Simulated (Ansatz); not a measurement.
# GaHF2 (singlet): the correlation ladder, cc-pVTZ

How much of the correlation energy of GaHF2 (singlet) does each wave-function method recover here?

Method: cc-pVTZ, core rule «outside noble gas», up to 16 orbitals frozen; program: Ansatz 0.2.0, Gaussian basis.

To be run: UHF; CCSD(T) on RHF; BCCD(T) on RHF; CCSDT(Q) on RHF.

4 further runs of the same task are left out: 2 for a known fault of the program, 2 set aside as unsound or not needed. Runs told in other sessions of the task aren't counted.

**1. What is computed**

The geometry is a PBE0/def2-TZVP stationary point (not a proven minimum). No spin-orbit coupling is included. The filled d shell of Ga may be among the frozen orbitals whatever the setting's name suggests.

4 atoms, charge 0, spin multiplicity 1.

Atoms are counted from 1 here; the program's logs count them from 0.

Bond lengths: Ga1–F2 1.740 Å, Ga1–F3 1.740 Å, Ga1–H4 1.536 Å. Angles: F2–Ga1–F3 112.0°, F2–Ga1–H4 124.0°, F3–Ga1–H4 124.0°.

**2. UHF**

in.yaml reads:

```yaml
crystal:
  periodic: [false, false, false]
  atoms:
    - {symbol: Ga, position_ang: [0.000000, -0.326022, 0.000000]}
    - {symbol: F, position_ang: [0.000000, 0.647642, -1.442529]}
    - {symbol: F, position_ang: [0.000000, 0.647642, 1.442529]}
    - {symbol: H, position_ang: [0.000000, -1.862321, 0.000000]}
basis:
  gaussian: {orbitals: cc-pVTZ}
magnetization: {spin_polarized: true, initial_magnetization: 0}
hamiltonian: {xc: hf}
output: {orbitals: {seedname: orbitals}}
```

On the command line:

```sh
ansatz run in.yaml --threads 1 --pin off --events-out ev --progress --plain --max-ram 4096MiB --backend cpu
```

The runs that follow: CCSD(T) on RHF; BCCD(T) on RHF; CCSDT(Q) on RHF.

Q: Predict the results of all the runs planned. Wanted: RCCSDT(Q) from the RHF energy; RMP2 from RCCSDT(Q); RCCSD from RCCSDT(Q); RCCSD(T) from RCCSDT(Q); T1 diagnostic.

**Answer**, as computed:

| quantity | value |
| --- | --- |
| RCCSDT(Q) from the RHF energy | -16.6178 eV |
| RMP2 from RCCSDT(Q) | +52.8 kJ/mol |
| RCCSD from RCCSDT(Q) | +46.8 kJ/mol |
| RCCSD(T) from RCCSDT(Q) | +2.4 kJ/mol |
| levels within 1 kcal/mol (43 meV) | RCCSD(T), BCCD(T), RCCSDT |
| T1 diagnostic | 0.014 |

In words: RCCSD(T) lands +2.4 kJ/mol from the yardstick (0.1 % of the correlation energy). These misses are within one basis, not against nature.
